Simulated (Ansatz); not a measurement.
# CH4BClO: the cost of one run

Method: RKS PBE-D4/STO-3G, in Ansatz 0.2.0.

### 1 The starting structure

Bond lengths: B1–O2 1.410 Å, O2–H3 1.010 Å, B1–Cl4 1.860 Å, B1–C5 1.600 Å, C5–H6 1.110 Å, C5–H7 1.110 Å, C5–H8 1.110 Å. Angles: B1–O2–H3 109.5°, O2–B1–Cl4 120.0°, O2–B1–C5 120.0°, Cl4–B1–C5 120.0°, B1–C5–H6 109.5°, B1–C5–H7 109.5°, B1–C5–H8 109.5°, H6–C5–H7 109.4°, H6–C5–H8 109.4°, H7–C5–H8 109.4°.

As a file:

```xyz
8

B     0.0000    0.0000    0.0000
O     0.0000    0.0000    1.4100
H    -0.9095   -0.2814    1.7471
Cl    1.6108    0.0000   -0.9300
C    -1.3856    0.0000   -0.8000
H    -1.9458   -0.9305   -0.5708
H    -1.9898    0.8797   -0.4946
H    -1.1839    0.0508   -1.8903
```

### 2 Preparing the start

File input.yaml:

```yaml
crystal:
  periodic: [false, false, false]
  atoms:
    - { symbol: B, position_ang: [0.0, 0.0, 0.0] }
    - { symbol: O, position_ang: [0.0, 0.0, 1.41] }
    - { symbol: H, position_ang: [-0.9095, -0.2814, 1.7471] }
    - { symbol: Cl, position_ang: [1.6108, 0.0, -0.93] }
    - { symbol: C, position_ang: [-1.3856, 0.0, -0.8] }
    - { symbol: H, position_ang: [-1.9458, -0.9305, -0.5708] }
    - { symbol: H, position_ang: [-1.9898, 0.8797, -0.4946] }
    - { symbol: H, position_ang: [-1.1839, 0.0508, -1.8903] }
basis:
  gaussian: { orbitals: STO-3G }
hamiltonian:
  xc: pbe
  dispersion: d4
relax:
  f_tol: 0.02
  max_steps: 40
```

Command:

```
> ansatz run input.yaml --threads 1 --pin off --max-ram 2048MiB --backend cpu --events-out ev --progress --plain --runs-dir out
```

What time and memory should one allow on 1 thread of Intel Xeon 6975P-C (Granite Rapids), shared host?

About 6.1 s, with a peak of 0.15 GiB.
